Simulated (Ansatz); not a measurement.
**C4H13BSi: how energies converge with the basis set**

One table from this session's results is given with a row withheld; the runs are named, their logs left out.

The runs use Ansatz 0.2.0, Gaussian basis; one geometry, several basis sets.

The runs, in order: PBE0-D4/def2-SVP; ωB97M-V/def2-SVP; PBE0-D4/def2-QZVPP; ωB97M-V/def2-QZVPP; the functionals' def2-TZVPP values are taken from earlier runs.

1 further run of the same task is left out (it didn't finish). Runs told in other sessions of the task aren't counted.

### The relaxed structure

The geometry comes from an earlier relaxation with PBE0-D4 in a triple-zeta def2 set; it is a stationary point, not always the lowest conformer.

SMILES `BC[Si](C)(C)C`, 19 atoms, charge 0, spin multiplicity 1.

Atoms are counted from 1 here; the program's logs count them from 0.

Bond lengths: B1–C2 1.525 Å, B1–H7 1.200 Å, B1–H8 1.200 Å, C2–Si3 1.911 Å, C2–H9 1.095 Å, C2–H10 1.095 Å, Si3–C4 1.872 Å, Si3–C5 1.872 Å, Si3–C6 1.873 Å, C4–H11 1.093 Å, C4–H12 1.094 Å, C4–H13 1.093 Å, C5–H14 1.093 Å, C5–H15 1.093 Å, C5–H16 1.094 Å, C6–H17 1.093 Å, C6–H18 1.094 Å, C6–H19 1.093 Å. Angles: C2–B1–H7 120.9°, C2–B1–H8 121.0°, H7–B1–H8 118.0°, B1–C2–Si3 107.7°, B1–C2–H9 115.0°, B1–C2–H10 115.0°, Si3–C2–H9 103.7°, Si3–C2–H10 103.7°, H9–C2–H10 110.4°, C2–Si3–C4 109.9°, C2–Si3–C5 109.9°, C2–Si3–C6 107.3°, C4–Si3–C5 110.1°, C4–Si3–C6 109.7°, C5–Si3–C6 109.7°, Si3–C4–H11 111.5°, Si3–C4–H12 110.7°, Si3–C4–H13 111.1° and more.

The first run:

in.yaml

```yaml
crystal:
  periodic: [false, false, false]
  atoms:
    - {symbol: B, position_ang: [1.397487, 0.584731, -1.906513]}
    - {symbol: C, position_ang: [1.264414, 0.967733, -0.436372]}
    - {symbol: Si, position_ang: [-0.174562, -0.051149, 0.300158]}
    - {symbol: C, position_ang: [0.206011, -1.879659, 0.168523]}
    - {symbol: C, position_ang: [-1.765266, 0.343369, -0.605173]}
    - {symbol: C, position_ang: [-0.336180, 0.433008, 2.102541]}
    - {symbol: H, position_ang: [0.764532, 1.154022, -2.752090]}
    - {symbol: H, position_ang: [2.078485, -0.344012, -2.243404]}
    - {symbol: H, position_ang: [0.967976, 2.005589, -0.253218]}
    - {symbol: H, position_ang: [2.120034, 0.699307, 0.191688]}
    - {symbol: H, position_ang: [0.271661, -2.200494, -0.874151]}
    - {symbol: H, position_ang: [-0.573283, -2.473355, 0.654372]}
    - {symbol: H, position_ang: [1.157786, -2.120048, 0.649728]}
    - {symbol: H, position_ang: [-1.974610, 1.416223, -0.585921]}
    - {symbol: H, position_ang: [-1.716995, 0.034147, -1.652315]}
    - {symbol: H, position_ang: [-2.612001, -0.170596, -0.141799]}
    - {symbol: H, position_ang: [0.583683, 0.220354, 2.653264]}
    - {symbol: H, position_ang: [-1.148742, -0.122804, 2.579125]}
    - {symbol: H, position_ang: [-0.552328, 1.499235, 2.207956]}
basis:
  gaussian: {orbitals: def2-SVP}
hamiltonian: {xc: pbe0, dispersion: d4}
output: {orbitals: {seedname: orbitals}}
```

On the command line:

```console
$ ansatz run in.yaml --threads 4 --pin off --events-out ev --progress --plain --max-ram 11315MiB
```

Steps of the session up to this table: PBE0-D4 in def2-SVP; ωB97M-V in def2-SVP; PBE0-D4 in def2-QZVPP; ωB97M-V in def2-QZVPP.

One of the session's tables, all rows but one given; the rest of the session is left out.

It belongs to the step «Density functionals: the series». 

| functional | basis | HOMO (eV) |
| --- | --- | --- |
| PBE0-D4 | def2-SVP | -8.26 |
| PBE0-D4 | def2-TZVPP | ? |
| PBE0-D4 | def2-QZVPP | -8.28 |
| ωB97M-V | def2-SVP | -10.47 |
| ωB97M-V | def2-TZVPP | -10.49 |
| ωB97M-V | def2-QZVPP | -10.49 |

Estimate the missing values for PBE0-D4, def2-TZVPP.

**Answer.** HOMO (eV): -8.27. In the column «HOMO (eV)» it lies between PBE0-D4, def2-QZVPP (-8.28) and PBE0-D4, def2-SVP (-8.26).
